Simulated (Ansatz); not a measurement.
Born–Oppenheimer molecular dynamics of a periodic cell of 16 atoms, WC (start crystal WC, start structure P-6m2, volume 1.05 times the crystal's). It starts from an unrelaxed structure (largest force component 0.06 eV/Å).

All numbers below come from Ansatz 0.2.0, DFT LDA, scalar-relativistic, plane waves, PAW. Settings: accuracy low, PAW set soft_1, cutoff 420 eV, k mesh 2x2x2, fermi-dirac smearing 0.36 eV, no spin polarisation.

```json
{"ensemble": "NVT, Langevin thermostat", "time step": "0.75 fs", "steps asked": "250", "set temperature": "4200 K", "friction": "0.02 /fs", "seed": "123619"}
```

First frame:

```xyz
16
Lattice="-2.9008 -5.0243 0.0000 4.3511 -2.5121 0.0000 0.0000 0.0000 5.6941" Properties=species:S:1:pos:R:3
W 0.000 -5.024 0.000
C 1.450 -4.187 1.423
W 0.000 -5.024 2.847
C 1.450 -4.187 4.271
W -1.450 -2.512 0.000
C 0.000 -1.675 1.423
W -1.450 -2.512 2.847
C 0.000 -1.675 4.271
W 1.450 -2.512 0.000
C 2.901 -1.675 1.423
W 1.450 -2.512 2.847
C 2.901 -1.675 4.271
W 0.000 0.000 0.000
C -1.450 -4.187 1.423
W 0.000 0.000 2.847
C -1.450 -4.187 4.271
```

(1) What does the run give?

(2) What happens to the structure?

(3) How do temperature and energy run in time?

Answers

(1) All steps were run.

```yaml
steps_done: 250
time_covered: 187.5 fs
mean_temperature_over_the_second_half: 4422 K
spread_of_the_potential_energy_over_the_second_half: 103.6 meV per atom
mean_potential_energy_of_the_second_half_above_the_start: 548.1 meV per atom
```

A run of 0.19 ps of so small a system gives no equilibrium averages. Limits of this set-up: coarse k mesh, PAW files made for another functional, low accuracy level.

(2) Mean squared displacements from the first frame to the last, about the centre of mass: W 0.04 Å², C 0.05 Å². Another seed would give other details.

(3) 
```tsv
time (fs)	T (K)	potential energy less start (eV)
0.0	3938	0.000
6.0	2871	2.314
12.0	1738	5.341
18.0	2672	4.312
24.0	3751	2.943
30.0	2992	4.911
36.0	1328	8.035
42.0	2694	7.225
48.0	4307	5.936
54.0	3864	8.277
60.0	3117	9.569
66.0	3651	9.185
72.0	4032	8.864
78.0	4026	9.363
84.0	4230	10.031
90.0	4497	9.212
96.0	3780	9.132
102.0	3475	9.934
108.0	4313	10.412
114.0	4116	9.290
120.0	5398	7.374
126.0	5707	7.532
132.0	4343	7.589
138.0	4501	7.545
144.0	4741	7.688
150.0	4786	7.106
156.0	4944	6.572
162.0	5090	8.314
168.0	3685	11.486
174.0	3297	12.671
180.0	4301	9.456
186.0	4290	8.030
```

Time of the run: 9.4 min on 1 thread of Intel(R) Xeon(R) 6975P-C (Granite Rapids) (shared host), peak memory 0.59 GiB.
